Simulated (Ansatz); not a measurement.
Relaxation of a periodic cell of 17 atoms, Si₁₆Ge (host Si, host structure diamond, interstitial Ge), to a largest force component of 0.03 eV/Å in at most 60 steps.

Level of theory: DFT PBE-D3(BJ), scalar-relativistic, plane waves, PAW in Ansatz. Settings: PAW set soft_1, cutoff 420 eV, k mesh 2x2x2, gaussian smearing 0.02 eV, no spin polarisation.

```xyz
17
Lattice="0.0000 5.4300 5.4300 5.4300 0.0000 5.4300 5.4300 5.4300 0.0000" Properties=species:S:1:pos:R:3
Si 0.000 0.000 0.000
Si 1.357 1.357 1.357
Si 2.715 2.715 0.000
Si 4.072 4.072 1.357
Si 2.715 0.000 2.715
Si 4.072 1.357 4.072
Si 5.430 2.715 2.715
Si 6.787 4.072 4.072
Si 0.000 2.715 2.715
Si 1.357 4.072 4.072
Si 2.715 5.430 2.715
Si 4.072 6.787 4.072
Si 2.715 2.715 5.430
Si 4.072 4.072 6.787
Si 5.430 5.430 5.430
Si 6.787 6.787 6.787
Ge 6.736 4.014 6.826
```

Task: Where does it end, and by what steps?

Result: It converged. The force dipped under the threshold on the way, but the program's further checks kept it going. Limits of this set-up: coarse k mesh, a small cell, in which the defect meets its images, a typed lattice constant that wasn't relaxed here. After 9 steps the energy has fallen by 0.378 eV; Ge17 moved furthest, 0.08 Å.

```tsv
step	energy less start (eV)	largest force component (eV/Å)	accepted
0	0.0000	1.371	yes
1	-0.3317	0.461	yes
2	-0.3739	0.079	yes
3	-0.3762	0.046	yes
4	-0.3771	0.011	yes
5	-0.3771	0.009	yes
6	0.1611	1.407	no
7	-0.3772	0.013	yes
8	-0.3774	0.017	yes
9	-0.3780	0.027	yes
```

```xyz
17
Lattice="0.0000 5.4300 5.4300 5.4300 0.0000 5.4300 5.4300 5.4300 0.0000" Properties=species:S:1:pos:R:3
Si -0.012 0.004 -0.007
Si 1.354 1.314 1.360
Si 2.753 2.682 -0.055
Si 4.116 4.069 1.360
Si 2.720 0.004 2.727
Si 4.070 1.354 4.075
Si 5.419 2.704 2.726
Si 6.785 4.069 4.018
Si -0.044 2.683 2.775
Si 1.354 4.069 4.133
Si 2.753 5.456 2.775
Si 4.070 6.785 4.074
Si 2.720 2.704 5.423
Si 4.022 4.069 6.790
Si 5.385 5.456 5.375
Si 6.784 6.823 6.790
Ge 6.785 4.069 6.789
```

Whether the end is a true minimum wasn't checked by a vibrational analysis.

Run time: 2.1 min on 1 thread of Intel(R) Xeon(R) Processor @ 2.50GHz (Skylake/Cascade Lake), with other jobs on the host, peak memory 0.59 GiB.
